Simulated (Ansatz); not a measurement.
# C2H11NSi2: the cost of one run

Program: Ansatz 0.2.0. Level of theory: RKS PBE0-D4/def2-SVP. These are calculated values, not measurements.

**1. Starting point**

Bond lengths (14 of 15 bonds, heavy atoms first): N1–C2 1.411 Å, C2–C3 1.548 Å, C3–Si4 1.922 Å, C3–Si5 1.845 Å, N1–H6 1.022 Å, N1–H7 1.052 Å, C2–H8 1.063 Å, C2–H9 1.116 Å, C3–H10 1.086 Å, Si4–H11 1.481 Å, Si4–H12 1.527 Å, Si4–H13 1.362 Å, Si5–H14 1.448 Å, Si5–H15 1.477 Å. Angles (14 of 27 angles, heavy atoms first): N1–C2–C3 112.6°, C2–C3–Si4 110.7°, C2–C3–Si5 117.7°, Si4–C3–Si5 104.4°, N1–C2–H8 109.6°, N1–C2–H9 104.0°, C3–C2–H8 112.9°, C3–C2–H9 113.7°, C2–N1–H6 115.4°, C2–N1–H7 111.4°, C2–C3–H10 107.3°, Si4–C3–H10 104.5°, Si5–C3–H10 111.4°, C3–Si4–H11 109.5°.

Coordinates:

```xyz
16

N     0.3620    2.2016    0.7694
C     0.4912    0.8114    0.9767
C     0.2159   -0.0086   -0.3071
Si    0.9453   -1.7795   -0.1512
Si   -1.5435   -0.2779   -0.7913
H     0.9231    2.5846    0.0055
H    -0.6131    2.4552    0.4658
H    -0.1183    0.5154    1.7953
H     1.5290    0.6922    1.3708
H     0.7833    0.4500   -1.1119
H     0.6962   -2.5294   -1.4040
H     0.2015   -2.5015    0.9705
H     2.2727   -1.7351    0.1500
H    -1.6919   -1.0004   -2.0375
H    -2.1835    1.0413   -0.9686
H    -2.2929   -0.9418    0.3120
```

**2. End point A**

input.yaml reads:

```yaml
crystal:
  periodic: [false, false, false]
  atoms:
    - { symbol: "N", position_ang: [0.362, 2.2016, 0.7694] }
    - { symbol: C, position_ang: [0.4912, 0.8114, 0.9767] }
    - { symbol: C, position_ang: [0.2159, -0.0086, -0.3071] }
    - { symbol: Si, position_ang: [0.9453, -1.7795, -0.1512] }
    - { symbol: Si, position_ang: [-1.5435, -0.2779, -0.7913] }
    - { symbol: H, position_ang: [0.9231, 2.5846, 0.0055] }
    - { symbol: H, position_ang: [-0.6131, 2.4552, 0.4658] }
    - { symbol: H, position_ang: [-0.1183, 0.5154, 1.7953] }
    - { symbol: H, position_ang: [1.529, 0.6922, 1.3708] }
    - { symbol: H, position_ang: [0.7833, 0.45, -1.1119] }
    - { symbol: H, position_ang: [0.6962, -2.5294, -1.404] }
    - { symbol: H, position_ang: [0.2015, -2.5015, 0.9705] }
    - { symbol: H, position_ang: [2.2727, -1.7351, 0.15] }
    - { symbol: H, position_ang: [-1.6919, -1.0004, -2.0375] }
    - { symbol: H, position_ang: [-2.1835, 1.0413, -0.9686] }
    - { symbol: H, position_ang: [-2.2929, -0.9418, 0.312] }
basis:
  gaussian: { orbitals: def2-SVP }
hamiltonian:
  xc: pbe0
  dispersion: d4
relax:
  f_tol: 0.015
  max_steps: 40
```

Command:

```bash
> ansatz run input.yaml --threads 2 --pin off --max-ram 3072MiB --backend cpu --events-out ev --progress --plain --runs-dir out
```

**Question.** How long does this run take on 2 threads of Intel Xeon Platinum 8488C (Sapphire Rapids), shared host, and how much memory does it need?

About 1.7 min, with a peak of 0.36 GiB.
